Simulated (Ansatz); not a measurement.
**GeH2 (triplet): wave-function methods side by side at angle H2–Ge1–H3 = 159.6°, cc-pVDZ**

How much of the correlation energy of GeH2 (triplet) does each wave-function method recover here?

The runs use Ansatz 0.2.0, Gaussian basis; cc-pVDZ, core rule «outside noble gas», up to 14 orbitals frozen.

To be run: UHF; CCSD(T) on ROHF; CCSD(T) on UHF; BCCD(T) on ROHF; CISD; CCSDT(Q) on ROHF; CCSDT(Q) on UHF; CASSCF and MRCISD+Q, 4 electrons in 4 orbitals; CASSCF and NEVPT2, 4 electrons in 4 orbitals; CASSCF and MRCISD+Q, 6 electrons in 6 orbitals; CASSCF and MRCISD+Q(relaxed), 6 electrons in 6 orbitals; CASSCF and NEVPT2, 6 electrons in 6 orbitals; Full CI.

15 further runs of the same task are left out: 2 for a mislabelled method, 9 that didn't finish, 4 set aside as unsound or not needed.

### Step 1. What is computed

The geometry derives from a PBE0/def2-TZVP stationary point (not a proven minimum). One angle is set to the value named; bond lengths are kept. No spin-orbit coupling is included. The filled d shell of Ge may be among the frozen orbitals whatever the setting's name suggests; the logs give the count.

3 atoms, charge 0, spin multiplicity 3.

Atoms are counted from 1 here; the program's logs count them from 0.

Bond lengths: Ge1–H2 1.541 Å, Ge1–H3 1.541 Å. Angles: H2–Ge1–H3 159.6°.

### Step 2. UHF

Input file in.yaml:

```yaml
crystal:
  periodic: [false, false, false]
  atoms:
    - {symbol: Ge, position_ang: [0.000000, -0.007366, 0.000000]}
    - {symbol: H, position_ang: [0.000000, 0.265439, -1.516188]}
    - {symbol: H, position_ang: [0.000000, 0.265439, 1.516188]}
basis:
  gaussian: {orbitals: cc-pVDZ}
magnetization: {spin_polarized: true, initial_magnetization: 2}
hamiltonian: {xc: hf}
output: {orbitals: {seedname: orbitals}}
```

Command:

```sh
$ ansatz run in.yaml --threads 1 --pin off --events-out ev --progress --plain --max-ram 2393MiB
```

Further steps of the session: CCSD(T) on ROHF; CCSD(T) on UHF; BCCD(T) on ROHF; CISD; CCSDT(Q) on ROHF; CCSDT(Q) on UHF; CASSCF and MRCISD+Q, 4 electrons in 4 orbitals; CASSCF and NEVPT2, 4 electrons in 4 orbitals; CASSCF and MRCISD+Q, 6 electrons in 6 orbitals; CASSCF and MRCISD+Q(relaxed), 6 electrons in 6 orbitals; CASSCF and NEVPT2, 6 electrons in 6 orbitals; Full CI.

**Question.** What will the summary of the whole plan be? Wanted: FCI below the RHF energy; RMP2 from FCI; UMP2 from FCI; RCCSD from FCI; RCCSD(T) from FCI; UCCSD(T) from FCI; RCCSDT(Q) from FCI; UCCSDT(Q) from FCI; NEVPT2 pair from FCI.

The runs gave:

```
                         quantity                                                                                                                          value
         FCI below the RHF energy                                                                                                                     -2.7055 eV
                    RMP2 from FCI                                                                                                                   +65.4 kJ/mol
                    UMP2 from FCI                                                                                                                   +63.5 kJ/mol
                   RCCSD from FCI                                                                                                                    +7.0 kJ/mol
                RCCSD(T) from FCI                                                                                                                    +1.7 kJ/mol
                UCCSD(T) from FCI                                                                                                                    +0.7 kJ/mol
               RCCSDT(Q) from FCI                                                                                                                     0.0 kJ/mol
               UCCSDT(Q) from FCI                                                                                                                    -1.0 kJ/mol
             NEVPT2 pair from FCI                                                                                                                   +61.4 kJ/mol
           MRCISD+Q pair from FCI                                                                                                                    -0.5 kJ/mol
          NEVPT2 valence from FCI                                                                                                                   +45.1 kJ/mol
levels within 1 kcal/mol (43 meV)  RCCSD(T), UCCSD(T), BCCD(T), RCCSDT, UCCSDT, RCCSDT(Q), UCCSDT(Q), MRCISD+Q pair, MRCISD+Q valence, MRCISD+Q(relaxed) valence
                    T1 diagnostic                                                                                                                          0.030
   effectively unpaired electrons                                                                                                                           2.04
```

What this shows: RCCSD(T) misses by +1.7 kJ/mol, 0.7 % of the correlation energy. UCCSDT, UCCSDT(Q), MRCISD+Q pair, MRCISD+Q valence, MRCISD+Q(relaxed) valence fall below full CI: unrestricted runs freeze a spin-polarised core, another one than full CI's, and coupled cluster isn't variational. One determinant dominates. Of the multireference levels listed MRCISD+Q valence comes nearest in total energy (-0.2 kJ/mol), which doesn't show that its space is the better one. These misses are within one basis, not against nature; the frozen cores of restricted and unrestricted runs differ, which can shift their rows.
